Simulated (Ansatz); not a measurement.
The system is HfIn4SiO6.

```xyz
12
Lattice="2.7159 -4.7036 0.0083 2.7159 4.7036 0.0083 -1.8792 0.0000 7.4013" Properties=species:S:1:pos:R:3 pbc="T T T"
Hf    2.7159   -2.7125    0.0083
In    1.7763   -1.1453    3.7090
In    2.7159    0.4231    0.0083
In    1.7763    2.0313    3.7090
In    1.7763   -4.3098    3.7090
Si    2.7159    3.5589    0.0083
O    -1.1497    0.2444    6.4159
O     4.7022    0.2444    1.0021
O     1.9910   -1.2091    6.4253
O     1.5616   -1.2091    0.9927
O     1.8741    2.2355    0.9933
O     1.6785    2.2355    6.4246
```

The cell was built by a generator and needn't be a form met in nature.

Base run:

| Quantity | Value |
| --- | --- |
| Program | Ansatz 0.2.0 |
| Functional | PBE |
| Potentials or basis | Ansatz PAW |
| Cutoff | 420 eV (not typed: the program's choice for these potentials) |
| k mesh | 6 × 6 × 4 |
| Occupations | fermi-dirac, width 0.05 eV |
| Spin | no spin polarisation |

Its results: band gap on the k mesh none (metal or under the smearing width); pressure 0.0 GPa; largest force 0.013 eV/Å.

Problem. After a change of settings the same cell gave: band gap on the k mesh none (metal or under the smearing width); pressure -0.4 GPa; largest force 0.096 eV/Å. Which change was it?
A. functional from PBE to RPBE
B. hubbard terms from none to Hf d U = 6 eV; hubbard projectors from none to ortho-atomic (the default)
C. functional from PBE to r2SCANh; cutoff from 420 eV (not typed: the program's choice for these potentials) to 500 eV (not typed: the program's choice for these potentials); k mesh from 6 × 6 × 4 to 3 × 3 × 2
D. potentials or basis from Ansatz PAW to PseudoDojo standard (PBE files); cutoff from 420 eV (not typed: the program's choice for these potentials) to 1143 eV; valence electrons from 118 to 104

Solution. D.
